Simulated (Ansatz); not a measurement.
Working through a geometry optimisation of FH₃SSiSn, SMILES F[SiH]1[S][SnH2]1

Program: the Python package of Ansatz (0.2.0).

Interactive session:
```pycon
>>> import ansatz as az
>>> from ase import Atoms
>>> import numpy as np
>>> atoms = Atoms(["F", "Si", "S", "Sn", "H", "H", "H"], positions=[
...     (0.0885, -1.3298, 2.0852),
...     (0.5027, -1.0151, 0.4752),
...     (-1.1707, -1.1385, -0.8822),
...     (-0.2659, 1.1511, -0.4487),
...     (1.7779, -1.5595, -0.0508),
...     (-1.4405, 2.0426, 0.5874),
...     (0.5692, 1.7811, -1.8119),
... ])
>>> system = az.Crystal.molecule_from_ase(atoms)
>>> calc = (
...     system.calculation()
...     .basis(gaussian="def2-SVP")  # atom-centred Gaussian functions
...     .functional("pbe")
... )
>>> symbols = [site.symbol for site in system.cartesian_sites]
>>> start = np.array([site.position_ang for site in system.cartesian_sites], dtype=float)
>>> def progress(event):
...     if event["event"] == "relax_step":
...         row = event["data"]
...         print(f"step {row['step']:3d}  E = {row['lagrangian_ev']:.6f} eV  max force {row['allowed_force_max_ev_ang']:.4f} eV/A")
...
>>> data = calc.relax(force_tolerance=0.005).session().plan().execute(on_event=progress).report
step   1  E = -27292.146888 eV  max force 1.3190 eV/A
step   2  E = -27292.402690 eV  max force 0.9270 eV/A
step   3  E = -27292.462794 eV  max force 0.8080 eV/A
step   4  E = -27292.485621 eV  max force 0.3544 eV/A
step   5  E = -27292.500309 eV  max force 0.2208 eV/A
step   6  E = -27292.503005 eV  max force 0.0764 eV/A
step   7  E = -27292.503350 eV  max force 0.0212 eV/A
step   8  E = -27292.503389 eV  max force 0.0068 eV/A
step   9  E = -27292.503399 eV  max force 0.0014 eV/A
>>> end = np.array(data["positions_ang"])
>>> print(f"E = {data['free_energy_ev']:.6f} eV = {data['free_energy_ev'] / 27.211386246:.7f} Ha")
E = -27292.503437 eV = -1002.9810018 Ha
>>> print("converged:", data["converged"], " doubts:", data["published_state_doubts"] or "none")
converged: True  doubts: none
>>> print("final positions (A) and the move of each atom")
final positions (A) and the move of each atom
>>> for symbol, xyz, old in zip(symbols, end, start):
...     print(f"{symbol:2s} {xyz[0]:10.5f} {xyz[1]:10.5f} {xyz[2]:10.5f}   {np.linalg.norm(xyz - old):7.4f}")
...
F     0.18903   -1.44436    2.03241    0.1613
Si    0.47238   -1.07835    0.45953    0.0719
S    -1.13762   -1.11526   -0.87858    0.0406
Sn   -0.12874    1.23936   -0.31496    0.2109
H     1.77974   -1.72417    0.12183    0.2386
H    -1.44160    2.13024    0.37096    0.2335
H     0.32801    1.92444   -1.83698    0.2817
```

Total energies depend on the basis set; only differences at equal settings carry meaning. The end point is the stationary point reached from this start; no frequency run checks that it is a minimum, and the basis set is modest. def2 sets replace the cores of elements past krypton by effective core potentials. Hardware and time: 33 s on 1 thread of Arm Neoverse V2, on a shared host, peak memory 0.22 GiB.

(Lines on the test bed's own set-up are left out of the output.)
